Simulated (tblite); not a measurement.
# C5H10BrFO: the cost of one run

The runs use tblite 0.8.0 and PySCF 2.14.0, with density-fitted response routines of our own; the level of theory stands in each step. All values are computed, except where a source is named. Atoms are numbered from 0 throughout.

## 1. The molecule as given

18 atoms, charge 0, multiplicity 1; geometry from: force field or distance geometry start.

Bonds of the start (Å): C0–C1 1.53, C1–O2 1.37, O2–C3 1.40, C3–C4 1.51, C4–F5 1.38, C3–C6 1.52, C6–Br7 1.92, C0–H8 1.11, C0–H9 1.10, C0–H10 1.10, C1–H11 1.11, C1–H12 1.11, C3–H13 1.10, C4–H14 1.10, C4–H15 1.11, C6–H16 1.11, C6–H17 1.13.

## 2. Optimising the geometry with GFN2-xTB

The job: settings as JSON, then the geometry in Å.

```
{"job": {"kind": "relax", "xc": "GFN2-xTB", "basis": "xTB"}, "charge": 0, "multiplicity": 1}
C      2.698000     0.213500     0.313700
C      1.453200    -0.180300    -0.480400
O      0.370800     0.115400     0.314000
C     -0.861700    -0.183600    -0.279700
C     -1.638700     1.110600    -0.344000
F     -0.977100     2.048600    -1.117600
C     -1.611700    -1.035600     0.732500
Br    -3.344800    -1.558500     0.086600
H      2.346600     0.694300     1.251100
H      3.214000    -0.716400     0.606700
H      3.315300     0.927800    -0.247800
H      1.564600    -1.252900    -0.725700
H      1.452800     0.390400    -1.428200
H     -0.791300    -0.636300    -1.274700
H     -1.737000     1.509400     0.677600
H     -2.664100     0.982100    -0.743700
H     -1.036800    -1.958500     0.955400
H     -1.761000    -0.463800     1.692500
```

The run is started by

```
$ OMP_NUM_THREADS=1 python probes_run.py task.json out
```

This one command runs all jobs of the session in turn.

Q: Estimate the wall time and peak memory of this first job on 1 thread of Arm Neoverse N1, shared host.

About 1.4 s, with a peak of 0.18 GiB.
